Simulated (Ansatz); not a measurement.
Geometry optimisation, Ansatz 0.2.0, DFT PBEsol, scalar-relativistic, plane waves, PAW.

input.yaml

```yaml
accuracy: low
crystal:
  lattice:
    - [5.76126, 0.0, 0.0]
    - [0.0, 5.64068, 0.0]
    - [0.0, 0.0, 17.65253]
  atoms:
    - { symbol: W, position: [0.0, 0.0, 0.0566491] }
    - { symbol: C, position: [0.0, 0.25, 0.1508641] }
    - { symbol: W, position: [0.25, 0.0, 0.1979716] }
    - { symbol: C, position: [0.25, 0.25, 0.2921865] }
    - { symbol: W, position: [0.0, 0.0, 0.339294] }
    - { symbol: C, position: [0.0, 0.25, 0.433509] }
    - { symbol: W, position: [0.0, 0.5, 0.0566491] }
    - { symbol: C, position: [0.0, 0.75, 0.1508641] }
    - { symbol: W, position: [0.25, 0.5, 0.1979716] }
    - { symbol: C, position: [0.25, 0.75, 0.2921865] }
    - { symbol: W, position: [0.0, 0.5, 0.339294] }
    - { symbol: C, position: [0.0, 0.75, 0.433509] }
    - { symbol: W, position: [0.5, 0.0, 0.0566491] }
    - { symbol: C, position: [0.5, 0.25, 0.1508641] }
    - { symbol: W, position: [0.75, 0.0, 0.1979716] }
    - { symbol: C, position: [0.75, 0.25, 0.2921865] }
    - { symbol: W, position: [0.5, 0.0, 0.339294] }
    - { symbol: C, position: [0.5, 0.25, 0.433509] }
    - { symbol: W, position: [0.5, 0.5, 0.0566491] }
    - { symbol: C, position: [0.5, 0.75, 0.1508641] }
    - { symbol: W, position: [0.75, 0.5, 0.1979716] }
    - { symbol: C, position: [0.75, 0.75, 0.2921865] }
    - { symbol: W, position: [0.5, 0.5, 0.339294] }
    - { symbol: C, position: [0.5, 0.75, 0.433509] }
    - { symbol: Br, position: [0.2692256, 0.2641206, 0.5179161] }
basis:
  ecutwfc: 420.0
kpoints:
  mp_grid: { grid: [2, 2, 1] }
hamiltonian:
  xc: pbesol
  pseudopotentials: { kind: paw, azcp: { folder: soft_1 } }
scf:
  occupations: { method: fermi_dirac, width: 0.05 }
  lower_state_search: "off"
relax:
  f_tol: 0.08
  max_steps: 25
  adjacent_minimum: "off"
  constraints: [{ sites: [0, 6, 12, 18] }]
```

Command:

```bash
$ ansatz run input.yaml --threads 2 --pin off --max-ram 5120MiB --backend cpu --events-out ev --progress --plain --runs-dir out
```

Problem. Where does it end, and by what steps?

Solution. The run converged. Limits of this set-up: coarse k mesh, thin slab, slab without dipole correction, odd electron count without spin, PAW files made for another functional, low accuracy level. After 14 steps the energy has fallen by 6.753 eV; C12 moved furthest, 1.33 Å. Joined: C12–W17 (3.61 → 2.43 Å), C12–W23 (3.61 → 2.43 Å), C12–C24 (2.88 → 1.32 Å).

| step | energy less start (eV) | largest force component (eV/Å) | accepted |
| --- | --- | --- | --- |
| 0 | 0.0000 | 2.475 | yes |
| 1 | -1.3862 | 1.319 | yes |
| 2 | -1.9247 | 1.525 | yes |
| 3 | -2.7800 | 3.886 | yes |
| 4 | -4.6105 | 6.022 | yes |
| 5 | -6.1497 | 1.903 | yes |
| 6 | -6.2243 | 2.335 | yes |
| 7 | -6.3745 | 0.453 | yes |
| 8 | -6.5842 | 1.394 | yes |
| 9 | -6.7034 | 0.546 | yes |
| 10 | -6.7165 | 0.454 | yes |
| 11 | -6.7183 | 0.333 | yes |
| 12 | -6.7460 | 0.201 | yes |
| 13 | -6.7522 | 0.110 | yes |
| 14 | -6.7531 | 0.030 | yes |

```xyz
25
Lattice="5.7613 0.0000 0.0000 0.0000 5.6407 0.0000 0.0000 0.0000 17.6525" Properties=species:S:1:pos:R:3
W 0.000 0.000 1.000
C -0.021 1.410 2.560
W 1.442 0.004 3.412
C 1.412 1.410 5.050
W 0.033 -0.007 5.935
C -0.119 1.410 7.430
W 0.000 2.820 1.000
C -0.009 4.231 2.552
W 1.442 2.817 3.412
C 1.462 4.231 5.014
W 0.033 2.827 5.935
C 1.250 4.230 7.213
W 2.881 0.000 1.000
C 2.897 1.410 2.560
W 4.319 0.001 3.483
C 4.296 1.410 5.146
W 2.829 -0.002 6.022
C 2.490 1.411 7.455
W 2.881 2.820 1.000
C 2.900 4.231 2.561
W 4.319 2.819 3.483
C 4.358 4.231 5.188
W 2.829 2.823 6.022
C 2.518 4.231 7.596
Br 1.302 1.410 8.899
```

Whether the end is a true minimum wasn't checked by a vibrational analysis.

The run took 2.2 min on 2 threads of Arm Neoverse V1, on a shared host, peak memory 1.2 GiB.
